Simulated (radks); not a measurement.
# Ge²²⁺ in [He] 2s2 2p4 3d2: an all-electron calculation

One table from this session's results is given with a row withheld; the runs are named, their logs left out.

The numbers are computed with radks (a radial shooting solver on a logarithmic mesh, Libxc functionals) version 1 (Dirac Kohn-Sham, PBEsol, spin-unpolarised, spherical densities, finite nucleus; open shells are shared between the two j in proportion to 2j + 1), except any that are marked as measured or tabulated.

**Starting point**

- element: germanium (Z = 32)
- charge: +22
- electrons: 10
- configuration: [He] 2s2 2p4 3d2
- nuclear rms radius: 4.0742 fm

Outer shells as boxes (Hund's rule):

Ge²²⁺
```
[He] core
2s [↑↓]
2p [↑↓][↑ ][↑ ]
3d [↑ ][↑ ][  ][  ][  ]
```

Set-up of the first run:

Settings of this run:

```text
Z 32
configuration [He] 2s2 2p4 3d2
relativity Dirac
functional pbe_sol,pbe_sol
spin unpolarised
j_filling average
nucleus finite rms 4.0742 fm
c 137.035999084
```

Steps of the session up to this table: Self-consistent calculation.

One of the session's tables, all rows but one given; the rest of the session is left out.

It belongs to the step «Shells». Radial moments (bohr):

| level | <r> | outermost maximum (interpolated) | 90 % within |
| --- | --- | --- | --- |
| 1s1/2 | 0.04692 | 0.0307 | 0.0838 |
| 2s1/2 | 0.2024 | 0.172 | 0.311 |
| 2p1/2 | ? | ? | ? |
| 2p3/2 | 0.1763 | 0.138 | 0.285 |
| 3d3/2 | 0.4232 | 0.358 | 0.645 |
| 3d5/2 | 0.4247 | 0.360 | 0.646 |

Q: Estimate the row for 2p1/2 from the others.

As computed: <r>: 0.1731; outermost maximum (interpolated): 0.135; 90 % within: 0.281. In the column «<r>» it lies between 1s1/2 (0.04692) and 2p3/2 (0.1763).
